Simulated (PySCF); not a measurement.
# C₃H₈BClO: electronic excitations and core binding energies

What electronic excitations and core binding energies should C₃H₈BClO (`CCB(Cl)OC`) show?

Computed with PySCF 2.14.0, with density-fitted response routines of our own, on a single molecule in the gas phase. Atoms count from 0, in the outputs and in this text.

## (1) Starting geometry

14 atoms, charge 0, multiplicity 1; geometry from: GFN2-xTB.

Bonds of the start (Å): C0–C1 1.53, C1–B2 1.60, B2–Cl3 1.76, B2–O4 1.32, O4–C5 1.41, C0–H6 1.09, C0–H7 1.09, C0–H8 1.09, C1–H9 1.09, C1–H10 1.09, C5–H11 1.09, C5–H12 1.09, C5–H13 1.09.

## (2) Ultraviolet spectrum: PBE0/def2-SVPD

The job: settings as JSON, then the geometry in Å.

```
{"job": {"kind": "uv", "xc": "PBE0", "basis": "def2-SVPD", "nstates": 8, "ntriplets": 3}, "charge": 0, "multiplicity": 1}
C     -2.372401     0.153806     0.226450
C     -1.014882     0.733237     0.630959
B      0.243041    -0.207848     0.354757
Cl     0.020289    -1.933646     0.102796
O      1.450801     0.331846     0.335491
C      2.685699    -0.323758     0.138073
H     -2.398387    -0.049200    -0.841549
H     -3.171433     0.852643     0.463548
H     -2.562416    -0.778405     0.752884
H     -1.042151     0.965975     1.699245
H     -0.864685     1.689231     0.125412
H      2.545212    -1.385701    -0.073131
H      3.195059     0.156108    -0.699183
H      3.285576    -0.204761     1.042106
```

With the program's defaults for keys left out, this is: TDDFT PBE0/def2-SVPD, vertical, gas phase, core orbitals frozen in the response.

The run is started by

```
> OMP_NUM_THREADS=1 python probes_run.py task.json out
```

The driver reads the jobs from task.json and runs them one after another.

Standard output:

```text
coarse grid: 12016 points
cycle   1  E = -678.6522982273  dE =  5.244e-01  |g| = 5.727e-01  |ddm| = 4.993e+00
cycle   2  E = -678.5824882474  dE =  6.981e-02  |g| = 8.422e-01  |ddm| = 1.382e+00
cycle   3  E = -678.7198633715  dE = -1.374e-01  |g| = 1.097e-01  |ddm| = 7.632e-01
cycle   4  E = -678.7223688905  dE = -2.506e-03  |g| = 2.880e-02  |ddm| = 1.533e-01
cycle   5  E = -678.7225647850  dE = -1.959e-04  |g| = 6.382e-03  |ddm| = 4.006e-02
cycle   6  E = -678.7225746261  dE = -9.841e-06  |g| = 1.380e-03  |ddm| = 1.187e-02
final grid: 110768 points
cycle   7  E = -678.8062921891  dE = -2.817e-05  |g| = 1.101e-02  |ddm| = 7.781e-02
cycle   8  E = -678.8062673456  dE =  2.484e-05  |g| = 1.588e-02  |ddm| = 2.499e-02
cycle   9  E = -678.8063178340  dE = -5.049e-05  |g| = 1.647e-03  |ddm| = 1.407e-02
cycle  10  E = -678.8063184486  dE = -6.146e-07  |g| = 1.847e-04  |ddm| = 1.951e-03
cycle  11  E = -678.8063184560  dE = -7.421e-09  |g| = 5.268e-05  |ddm| = 4.058e-04
cycle  12  E = -678.8063184566  dE = -6.096e-10  |g| = 2.239e-05  |ddm| = 1.044e-04
converged SCF energy = -678.8063184566

Static polarisability (au): isotropic 68.280, principal 55.064 69.356 80.419

Singlet excitations
state   eV       nm        f      main configurations
  1   7.1122    174.3   0.00264   H->L 0.74, H->L+1 0.24
  2   7.6595    161.9   0.00027   H-2->L 0.69, H-2->L+1 0.25
  3   7.7241    160.5   0.02897   H->L+1 0.73, H->L 0.24
  4   8.0316    154.4   0.07228   H-1->L 0.92
  5   8.1502    152.1   0.05859   H-1->L+1 0.92
  6   8.3381    148.7   0.06806   H-2->L+1 0.62, H-2->L 0.27
  7   8.4382    146.9   0.03732   H-3->L 0.56, H-4->L 0.22, H-3->L+1 0.08
  8   8.5368    145.2   0.02732   H-4->L 0.49, H-3->L 0.30, H-4->L+1 0.10

Triplet excitations (Tamm-Dancoff, eV): 6.5485 6.9576 7.4226
```

Run time: 50 s. Hardware: 1 thread of Arm Neoverse N1, shared host; peak memory 0.71 GiB.

Frontier orbitals and where they lie:

```csv
orbital,eV,atoms
HOMO−3,-9.54,"Cl3 24 %, C1 21 %, C0 17 %"
HOMO−2,-9.16,"Cl3 56 %, O4 20 %, C0 7 %"
HOMO−1,-8.98,"O4 34 %, Cl3 34 %, C5 9 %"
HOMO,-8.54,"Cl3 32 %, C1 24 %, B2 14 %"
LUMO,0.17,"B2 40 %, Cl3 16 %, O4 14 %"
LUMO+1,0.32,"B2 41 %, Cl3 16 %, O4 11 %"
LUMO+2,1.16,"C5 20 %, Cl3 14 %, H12 12 %"
```

With each of the 8 states as a Gaussian band of 0.4 eV half-width at 1/e, the curve within the window shown has maxima at 151 nm (ε 9,100) L/(mol cm). Beyond the last state computed it falls off for lack of states. The curve at chosen wavelengths:

nm, ε (L/mol/cm) and a bar:
```
      140       1948 ######
      142       3495 ###########
      144       5355 ##################
      146       7156 ########################
      148       8498 ############################
      150       9111 ##############################
      152       8930 #############################
      154       8085 ###########################
      156       6819 ######################
      158       5403 ##################
      160       4052 #############
      162       2896 ##########
      164       1985 #######
      166       1315 ####
      168        850 ###
      170        546 ##
      172        356 #
      174        240 #
      176        169 #
      178        123 
      180         90 
      182         64 
      184         45 
      186         30 
      188         19 
      190         12
```

Further results of this job:

```csv
property,computed
dipole moment (D),1.39
polarisability (Å³),10.12
HOMO–LUMO gap (eV),8.71
−ε(HOMO) (eV),8.54
```

## (3) Core-electron binding energies: SCAN, X2C

The job, as its differences from that of step 2:

```diff
@@ -1,2 +1,2 @@
-{"job": {"kind": "uv", "xc": "PBE0", "basis": "def2-SVPD", "nstates": 8, "ntriplets": 3}, "charge": 0, "multiplicity": 1}
+{"job": {"kind": "xps"}, "charge": 0, "multiplicity": 1}
 C     -2.372401     0.153806     0.226450
```

Method: delta-SCF UKS SCAN, pcX-2 on the ionised atom, pcseg-1 elsewhere, spin-free X2C.

Standard output:

```text
ground state, core basis on atom 0 (C), 159 functions
  cycle   1  E = -680.65843539  |g| = 6.67e-01
  cycle   2  E = -680.50255069  |g| = 1.10e+00
  cycle   3  E = -680.74940748  |g| = 2.03e-01
  cycle   4  E = -680.75833898  |g| = 4.17e-02
  cycle   5  E = -680.75872780  |g| = 1.27e-02
  cycle   6  E = -680.75876596  |g| = 3.31e-03
  cycle   7  E = -680.75876808  |g| = 1.04e-03
  cycle   8  E = -680.75876805  |g| = 4.01e-04
  E(ground) = -680.77496129 Eh
hole in C 1s of atom 0
  cycle   1  E = -669.53401158  |g| = 1.50e+00
  cycle   2  E = -669.03985509  |g| = 1.70e+00
  cycle   3  E = -670.05427956  |g| = 3.04e-01
  cycle   4  E = -670.08340742  |g| = 1.30e-01
  cycle   5  E = -670.08823034  |g| = 6.52e-02
  cycle   6  E = -670.08980512  |g| = 1.00e-02
  cycle   7  E = -670.08984620  |g| = 5.49e-03
  cycle   8  E = -670.08986278  |g| = 1.63e-03
  cycle   9  E = -670.08986428  |g| = 8.18e-04
  cycle  10  E = -670.08986477  |g| = 4.56e-04
  E(ion) = -670.10484909 Eh   <S^2> = 0.7672   hole on atom = 1.000   binding energy = 290.349 eV
ground state, core basis on atom 1 (C), 159 functions
  cycle   1  E = -680.75877617  |g| = 5.94e-02
  cycle   2  E = -680.75870200  |g| = 2.75e-02
  cycle   3  E = -680.75877960  |g| = 2.11e-02
  cycle   4  E = -680.75888888  |g| = 1.86e-03
  cycle   5  E = -680.75888999  |g| = 3.21e-04
  E(ground) = -680.77508066 Eh
hole in C 1s of atom 1
  cycle   1  E = -669.53568614  |g| = 1.51e+00
  cycle   2  E = -668.89953261  |g| = 1.80e+00
  cycle   3  E = -670.04772439  |g| = 3.53e-01
  cycle   4  E = -670.08270710  |g| = 2.06e-01
  cycle   5  E = -670.09952695  |g| = 6.44e-02
  cycle   6  E = -670.10073688  |g| = 2.78e-02
  cycle   7  E = -670.10110677  |g| = 6.82e-03
  cycle   8  E = -670.10113402  |g| = 2.16e-03
  cycle   9  E = -670.10113535  |g| = 9.58e-04
  cycle  10  E = -670.10113741  |g| = 4.77e-04
  E(ion) = -670.11533094 Eh   <S^2> = 0.7674   hole on atom = 1.000   binding energy = 290.067 eV
ground state, core basis on atom 2 (B), 159 functions
  cycle   1  E = -680.75654470  |g| = 5.68e-02
  cycle   2  E = -680.75614580  |g| = 5.40e-02
  cycle   3  E = -680.75684958  |g| = 1.67e-02
  cycle   4  E = -680.75691481  |g| = 5.56e-03
  cycle   5  E = -680.75692164  |g| = 1.03e-03
  cycle   6  E = -680.75692165  |g| = 2.70e-04
  E(ground) = -680.77392679 Eh
hole in B 1s of atom 2
  cycle   1  E = -673.09922753  |g| = 1.18e+00
  cycle   2  E = -671.58920540  |g| = 2.02e+00
  cycle   3  E = -673.41934357  |g| = 3.95e-01
  cycle   4  E = -673.46415317  |g| = 2.97e-01
  cycle   5  E = -673.49865101  |g| = 1.52e-01
  cycle   6  E = -673.50820393  |g| = 2.36e-02
  cycle   7  E = -673.50846456  |g| = 1.27e-02
  cycle   8  E = -673.50854682  |g| = 4.78e-03
  cycle   9  E = -673.50857295  |g| = 2.47e-02
  cycle  10  E = -673.49029171  |g| = 3.13e-01
  cycle  11  E = -673.47054545  |g| = 4.27e-01
  cycle  12  E = -673.50284477  |g| = 2.04e-01
  cycle  13  E = -673.30092404  |g| = 9.32e-01
  cycle  14  E = -673.50845005  |g| = 5.62e-02
  cycle  15  E = -673.29330414  |g| = 9.49e-01
  cycle  16  E = -673.49827494  |g| = 2.50e-01
  cycle  17  E = -673.50411279  |g| = 1.88e-01
  cycle  18  E = -673.50850539  |g| = 1.42e-02
  cycle  19  E = -673.50852629  |g| = 8.22e-03
  cycle  20  E = -673.50851365  |g| = 4.44e-02
  cycle  21  E = -673.50824414  |g| = 8.44e-02
  cycle  22  E = -673.50500020  |g| = 1.74e-01
  cycle  23  E = -673.50851283  |g| = 1.94e-02
  cycle  24  E = -673.50852366  |g| = 6.69e-03
  cycle  25  E = -673.50854146  |g| = 3.45e-03
  cycle  26  E = -673.50852152  |g| = 9.28e-03
  cycle  27  E = -673.46379750  |g| = 4.58e-01
  cycle  28  E = -673.27191542  |g| = 9.91e-01
  cycle  29  E = -673.47086958  |g| = 4.26e-01
  cycle  30  E = -673.49000987  |g| = 3.16e-01
  cycle  31  E = -673.31252516  |g| = 9.09e-01
  cycle  32  E = -673.50852977  |g| = 3.77e-03
  cycle  33  E = -673.50852441  |g| = 5.10e-03
  cycle  34  E = -673.50815680  |g| = 9.18e-02
  cycle  35  E = -673.50851750  |g| = 1.80e-02
  cycle  36  E = -673.50852897  |g| = 3.92e-03
  cycle  37  E = -673.50853961  |g| = 3.01e-03
  cycle  38  E = -673.50852515  |g| = 5.81e-03
  cycle  39  E = -673.50852347  |g| = 6.62e-03
  cycle  40  E = -673.50851218  |g| = 4.22e-02
  cycle  41  E = -673.29229737  |g| = 9.50e-01
  cycle  42  E = -673.50601281  |g| = 1.58e-01
  cycle  43  E = -673.43218413  |g| = 5.83e-01
  cycle  44  E = -673.43618491  |g| = 5.68e-01
  cycle  45  E = -673.48092211  |g| = 3.73e-01
  cycle  46  E = -673.34997935  |g| = 8.23e-01
  cycle  47  E = -673.29251778  |g| = 9.51e-01
  cycle  48  E = -673.50852973  |g| = 3.15e-03
  cycle  49  E = -673.50851707  |g| = 1.46e-02
  cycle  50  E = -673.50851558  |g| = 1.75e-02
hole again with damping 0.5
  cycle   1  E = -673.09922753  |g| = 1.18e+00
  cycle   2  E = -671.58920540  |g| = 2.02e+00
  cycle   3  E = -672.90947003  |g| = 9.91e-01
  cycle   4  E = -673.38515818  |g| = 4.89e-01
  cycle   5  E = -673.46116557  |g| = 2.90e-01
  cycle   6  E = -673.29590463  |g| = 6.32e-01
  cycle   7  E = -673.50556171  |g| = 7.87e-02
  cycle   8  E = -673.50787021  |g| = 3.83e-02
  cycle   9  E = -673.50839406  |g| = 5.31e-02
  cycle  10  E = -673.50849837  |g| = 1.10e-02
  cycle  11  E = -673.50860844  |g| = 1.77e-02
  cycle  12  E = -673.50853201  |g| = 8.88e-03
  cycle  13  E = -673.50852696  |g| = 4.55e-03
  cycle  14  E = -673.50853212  |g| = 6.43e-03
  cycle  15  E = -673.50854625  |g| = 1.33e-02
  cycle  16  E = -673.50853786  |g| = 7.82e-03
  cycle  17  E = -673.50853842  |g| = 8.37e-03
  cycle  18  E = -673.50853247  |g| = 2.20e-03
  cycle  19  E = -673.50853297  |g| = 1.83e-03
  cycle  20  E = -673.50853275  |g| = 1.48e-03
  cycle  21  E = -673.50853383  |g| = 6.96e-04
  cycle  22  E = -673.50853250  |g| = 6.88e-04
  cycle  23  E = -673.50853286  |g| = 6.78e-04
  cycle  24  E = -673.50853260  |g| = 5.46e-04
  cycle  25  E = -673.50853267  |g| = 4.07e-04
  E(ion) = -673.52288163 Eh   <S^2> = 0.7870   hole on atom = 0.994   binding energy = 197.311 eV
ground state, core basis on atom 3 (Cl), 170 functions
  cycle   1  E = -680.94505037  |g| = 4.86e-01
  cycle   2  E = -680.94521862  |g| = 4.66e-02
  cycle   3  E = -680.94514936  |g| = 3.83e-02
  cycle   4  E = -680.94530552  |g| = 1.64e-02
  cycle   5  E = -680.94535440  |g| = 2.88e-03
  cycle   6  E = -680.94535570  |g| = 2.71e-04
  E(ground) = -680.94445994 Eh
hole in Cl 1s of atom 3
  cycle   1  E = -575.75270487  |g| = 5.47e+00
  cycle   2  E = -576.17082124  |g| = 2.19e+00
  cycle   3  E = -576.58375903  |g| = 9.67e-01
  cycle   4  E = -576.86830611  |g| = 5.59e-01
  cycle   5  E = -576.97730057  |g| = 1.81e-01
  cycle   6  E = -576.98911179  |g| = 4.73e-02
  cycle   7  E = -576.99009442  |g| = 1.83e-02
  cycle   8  E = -576.99025825  |g| = 3.21e-03
  cycle   9  E = -576.99026316  |g| = 1.43e-03
  cycle  10  E = -576.99026489  |g| = 2.05e-04
  E(ion) = -576.99814014 Eh   <S^2> = 0.7520   hole on atom = 1.000   binding energy = 2828.523 eV
hole in Cl 2p of atom 3
  cycle   1  E = -672.88821719  |g| = 1.70e+00
  cycle   2  E = -672.83417491  |g| = 1.31e+00
  cycle   3  E = -673.23183841  |g| = 5.09e-01
  cycle   4  E = -673.32880682  |g| = 2.14e-01
  cycle   5  E = -673.34390892  |g| = 5.88e-02
  cycle   6  E = -673.34540083  |g| = 2.07e-02
  cycle   7  E = -673.34561465  |g| = 3.77e-03
  cycle   8  E = -673.34562222  |g| = 1.25e-03
  cycle   9  E = -673.34562292  |g| = 3.09e-04
  E(ion) = -673.35451436 Eh   <S^2> = 0.7516   hole on atom = 1.001   binding energy = 206.533 eV
  2p3/2 = 205.951 eV   2p1/2 = 207.604 eV
ground state, core basis on atom 4 (O), 159 functions
  cycle   1  E = -680.78915121  |g| = 1.02e-01
  cycle   2  E = -680.78790994  |g| = 9.75e-02
  cycle   3  E = -680.78901595  |g| = 5.79e-02
  cycle   4  E = -680.78959070  |g| = 4.06e-03
  cycle   5  E = -680.78959437  |g| = 1.24e-03
  cycle   6  E = -680.78959652  |g| = 1.50e-04
  E(ground) = -680.80274311 Eh
hole in O 1s of atom 4
  cycle   1  E = -660.15663521  |g| = 2.23e+00
  cycle   2  E = -659.52135946  |g| = 2.29e+00
  cycle   3  E = -660.87778301  |g| = 4.84e-01
  cycle   4  E = -660.92088951  |g| = 3.12e-01
  cycle   5  E = -660.97950732  |g| = 5.84e-02
  cycle   6  E = -660.98099947  |g| = 1.91e-02
  cycle   7  E = -660.98118103  |g| = 5.33e-03
  cycle   8  E = -660.98119555  |g| = 1.51e-03
  cycle   9  E = -660.98119575  |g| = 5.42e-04
  cycle  10  E = -660.98119659  |g| = 1.34e-04
  E(ion) = -660.99429256 Eh   <S^2> = 0.7617   hole on atom = 1.000   binding energy = 539.015 eV
ground state, core basis on atom 5 (C), 159 functions
  cycle   1  E = -680.75929070  |g| = 9.70e-02
  cycle   2  E = -680.75589362  |g| = 1.56e-01
  cycle   3  E = -680.76037554  |g| = 1.92e-02
  cycle   4  E = -680.76044538  |g| = 4.36e-03
  cycle   5  E = -680.76045162  |g| = 8.13e-04
  cycle   6  E = -680.76045104  |g| = 1.61e-04
  E(ground) = -680.77637012 Eh
hole in C 1s of atom 5
  cycle   1  E = -669.45769901  |g| = 1.50e+00
  cycle   2  E = -667.12199722  |g| = 2.42e+00
  cycle   3  E = -669.65472948  |g| = 8.76e-01
  cycle   4  E = -669.92912430  |g| = 4.55e-01
  cycle   5  E = -670.00046049  |g| = 1.27e-01
  cycle   6  E = -670.00546513  |g| = 5.09e-02
  cycle   7  E = -670.00679512  |g| = 1.18e-02
  cycle   8  E = -670.00687426  |g| = 5.26e-03
  cycle   9  E = -670.00689436  |g| = 2.40e-03
  cycle  10  E = -670.00690120  |g| = 1.20e-03
  cycle  11  E = -670.00690188  |g| = 4.76e-04
  E(ion) = -670.02193414 Eh   <S^2> = 0.7732   hole on atom = 1.000   binding energy = 292.643 eV
```

It took 3.1 min on 1 thread of Arm Neoverse N1, shared host; peak memory 0.63 GiB.

Binding energies by hole, beside the orbital energy of the ground state; the difference holds orbital relaxation and, for a density functional, its self-interaction error:

| hole | stands for | environment | ΔSCF (eV; 2p as the shell's mean) | −ε (eV) | ⟨S²⟩ |
| --- | --- | --- | --- | --- | --- |
| C1s on C0 | C0 | methyl carbon | 290.35 | 273.1 | 0.767 |
| C1s on C1 | C1 | sp3 CH2 bonded to B | 290.07 | 273.0 | 0.767 |
| B1s on B2 | B2 | boron bonded to C, Cl, O | 197.31 | 181.5 | 0.787 |
| Cl1s on Cl3 | Cl3 | chlorine bonded to B | 2828.52 | 2763.4 | 0.752 |
| Cl2p on Cl3 | Cl3 | chlorine bonded to B | 206.50 | 193.3 | 0.752 |
| O1s on O4 | O4 | oxygen bonded to C, B | 539.02 | 517.4 | 0.762 |
| C1s on C5 | C5 | methyl carbon bonded to O | 292.64 | 275.2 | 0.773 |

With the spin-orbit splitting: Cl3 2p3/2 205.95, 2p1/2 207.60 eV. The table gives each 2p level as the mean over the whole 2p shell (two parts 2p3/2, one part 2p1/2), which differs a little from the single hole in the log.

## (4) Results

| quantity | value |
| --- | --- |
| lowest singlet (PBE0/def2-SVPD) | 7.11 eV (174 nm), f = 0.003 |
| brightest single state of those computed | state 4, 8.03 eV, f = 0.072 |
| lowest triplet | 6.55 eV |
| C1s binding energies, SCAN/pcX-2 | C5 292.64, C0 290.35, C1 290.07 eV |
| B1s binding energies, SCAN/pcX-2 | B2 197.31 eV |
| Cl1s binding energies, SCAN/pcX-2 | Cl3 2828.52 eV |
| Cl2p binding energies, SCAN/pcX-2 | Cl3 206.50 eV |
| O1s binding energies, SCAN/pcX-2 | O4 539.02 eV |

What this shows: The lowest singlet, at 7.11 eV, is HOMO→LUMO 0.74, HOMO→LUMO+1 0.24 and is weak; of the 8 states computed, the strongest absorption comes from state 4 at 8.03 eV. The lowest triplet lies 0.56 eV below the lowest singlet (triplets in Tamm-Dancoff, singlets in full TDDFT). The C1s levels kept as sound span 2.58 eV, from C1 (sp3 CH2 bonded to B) up to C5 (methyl carbon bonded to O).
